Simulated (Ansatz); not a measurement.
# CoO: the cost of one run

Program: Ansatz 0.2 development build. Level of theory: DFT, PBE, PAW hard, scalar-relativistic. These are calculated values, not measurements.

### Step 1. The system as given

Symmetry: Fm-3m, No. 225, cubic system. Conventional cell: a = 3.882 Å, b = 3.882 Å, c = 3.882 Å, α = 90.00°, β = 90.00°, γ = 90.00°. Co (site symmetry m-3m) is surrounded by 6 O at 1.94 Å. Around O (site symmetry m-3m) lie 6 Co at 1.94 Å.

As a file:

```xyz
2
Lattice="0.0000 1.9412 1.9412 1.9412 0.0000 1.9412 1.9412 1.9412 0.0000" Properties=species:S:1:pos:R:3 pbc="T T T"
Co    0.0000    0.0000    0.0000
O     1.9412    1.9412    1.9412
```

### Step 2. The run

Contents of input.yaml:

```yaml
crystal:
  lattice:
    - [0.0, 1.9412, 1.9412]
    - [1.9412, 0.0, 1.9412]
    - [1.9412, 1.9412, 0.0]
  atoms:
    - { symbol: Co, position: [0.0, 0.0, 0.0], spin: 1.7 }
    - { symbol: O, position: [0.5, 0.5, 0.5] }
hamiltonian:
  xc: pbe
  pseudopotentials: { kind: paw }
  dispersion: none
kpoints:
  mp_grid: { kspacing: 0.2 }
magnetization:
  spin_polarized: true
relax:
  cell: {}
scf:
  occupations: { method: fermi_dirac, width: "0.1 eV" }
```

Started as:

```console
$ ansatz run input.yaml --threads 4 --max-ram=10GiB --backend cpu --events-out ev
```

Q: Estimate wall time and peak memory on 4 threads of Arm Neoverse V2 (Grace), shared host.

About 53 s, with a peak of 0.9 GiB.
